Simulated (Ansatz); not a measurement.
# C2H9NOSi: one species, many methods

How much do the methods differ for C2H9NOSi? The plan is to run it at one geometry with functionals of several rungs and with coupled cluster, and see how far each lands from CCSD(T) at the basis-set limit for the atomisation energy.

Program: Ansatz 0.2.0, Gaussian basis. Level of theory: functionals in def2-TZVPP, the program's frozen cores in correlated methods. These are calculated values, not measurements.

Plan: LDA (SPW92), PBE-D4, revPBE-D4, BLYP-D4, r2SCAN-D4, B97M-V, PBE0-D4, B3LYP-D4, r2SCANh-D4, r2SCAN0-D4, HSE06-D4, BHLYP-D4, CAM-B3LYP-D4, LC-ωPBE, ωB97X-V, ωB97M-V, B2PLYP, PBE-QIDH; CCSD(T)/def2-SVP; CCSD(T)/def2-TZVPP; MP2/def2-QZVPP; extrapolation to the limit; RPA on PBE.

## Step 1: Structure used throughout

All runs share one geometry, relaxed beforehand with PBE0-D4 in a triple-zeta def2 set.

14 atoms, charge 0, spin multiplicity 1.

Atoms are counted from 1 here; the program's logs count them from 0.

Bond lengths: C1–Si2 1.866 Å, C1–H6 1.093 Å, C1–H7 1.092 Å, C1–H8 1.092 Å, Si2–C3 1.905 Å, Si2–H9 1.493 Å, Si2–H10 1.492 Å, C3–N4 1.449 Å, C3–O5 1.415 Å, C3–H11 1.101 Å, N4–H12 1.010 Å, N4–H13 1.013 Å, O5–H14 0.965 Å. Angles: Si2–C1–H6 110.9°, Si2–C1–H7 111.3°, Si2–C1–H8 109.7°, H6–C1–H7 108.1°, H6–C1–H8 108.1°, H7–C1–H8 108.6°, C1–Si2–C3 113.3°, C1–Si2–H9 111.0°, C1–Si2–H10 111.2°, C3–Si2–H9 107.1°, C3–Si2–H10 106.2°, H9–Si2–H10 107.7°, Si2–C3–N4 114.4°, Si2–C3–O5 106.4°, Si2–C3–H11 109.9°, N4–C3–O5 109.7°, N4–C3–H11 106.2°, O5–C3–H11 110.2° and more.

## Step 2: LDA

This LDA is Slater exchange with PW92 correlation.

File in.yaml:

```yaml
crystal:
  periodic: [false, false, false]
  atoms:
    - {symbol: C, position_ang: [-0.522685, 2.054151, 0.611449]}
    - {symbol: Si, position_ang: [0.248042, 0.368360, 0.826185]}
    - {symbol: C, position_ang: [-0.208047, -0.851998, -0.563559]}
    - {symbol: N, position_ang: [0.545370, -2.089907, -0.545236]}
    - {symbol: O, position_ang: [0.020038, -0.171589, -1.783126]}
    - {symbol: H, position_ang: [-1.612959, 1.990019, 0.640666]}
    - {symbol: H, position_ang: [-0.201536, 2.740355, 1.398405]}
    - {symbol: H, position_ang: [-0.232787, 2.471768, -0.354865]}
    - {symbol: H, position_ang: [-0.178289, -0.255207, 2.113690]}
    - {symbol: H, position_ang: [1.737938, 0.452232, 0.835341]}
    - {symbol: H, position_ang: [-1.268772, -1.136345, -0.478910]}
    - {symbol: H, position_ang: [0.112526, -2.791591, 0.038859]}
    - {symbol: H, position_ang: [1.503092, -1.958130, -0.242591]}
    - {symbol: H, position_ang: [0.045068, -0.851220, -2.467606]}
basis:
  gaussian: {orbitals: def2-TZVPP}
hamiltonian: {xc: lda}
output: {orbitals: {seedname: orbitals}}
```

Started as:

```
ansatz run in.yaml --threads 4 --pin off --events-out ev --progress --plain --max-ram 10444MiB
```

The runs that follow: PBE-D4 (GGA); revPBE-D4 (GGA); BLYP-D4 (GGA); r2SCAN-D4 (meta-GGA); B97M-V (meta-GGA); B3LYP-D4 (hybrid); r2SCANh-D4 (hybrid); r2SCAN0-D4 (hybrid); HSE06-D4 (hybrid); BHLYP-D4 (hybrid); CAM-B3LYP-D4 (range-separated); LC-ωPBE (range-separated); ωB97X-V (range-separated); ωB97M-V (range-separated); B2PLYP (double hybrid); PBE-QIDH (double hybrid); CCSD(T) in def2-SVP; CCSD(T) in def2-TZVPP; MP2 in def2-QZVPP; RPA on PBE orbitals.

Q: Predict the results of all the runs planned. Wanted: atomisation energy, CCSD(T)/CBS; farthest beyond LDA; mean size of error, GGA; mean size of error, meta-GGA; mean size of error, hybrid; mean size of error, range-separated; mean size of error, double hybrid; gap, smallest and largest; T1 diagnostic.

**Answer**, as computed:

| quantity | value |
| --- | --- |
| atomisation energy, CCSD(T)/CBS | 5007.8 kJ/mol |
| functionals within 25.0 kJ/mol (0.5 %) | BLYP-D4, r2SCAN-D4, B97M-V, PBE0-D4, B3LYP-D4, HSE06-D4, ωB97X-V, ωB97M-V |
| farthest beyond LDA | BHLYP-D4 (-141.4 kJ/mol) |
| mean size of error, GGA | 41.4 kJ/mol |
| mean size of error, meta-GGA | 9.7 kJ/mol |
| mean size of error, hybrid | 46.5 kJ/mol |
| mean size of error, range-separated | 20.7 kJ/mol |
| mean size of error, double hybrid | 58.7 kJ/mol |
| gap, smallest and largest | 5.26 eV (LDA (SPW92)), 12.34 eV (LC-ωPBE) |
| T1 diagnostic | 0.0109 |
| triples share of the correlation energy | 3.6 % |

What this shows: The LDA atomisation energy is off by 711.2 kJ/mol (14 %): it overbinds. PBE-D4 misses by +76.0 kJ/mol. Double hybrids carry the basis error of their MP2 part in triple zeta, and no dispersion term here, so their miss is partly the set-up's. The rungs meta-GGA, range-separated miss on average by less than the doubt on the reference (25.0 kJ/mol), so they tie. The reference freezes the cores and leaves out relativity and excitations past (T), so misses under about 25.0 kJ/mol can't be ranked. Hartree-Fock recovers 71 % of the binding; the rest is correlation. CCSD(T) in def2-SVP is off by -305.2 kJ/mol, so the small basis spoils what the method gains. The gap grows from 5.3 to 12.3 eV across the functionals, mostly with the share of exact exchange.
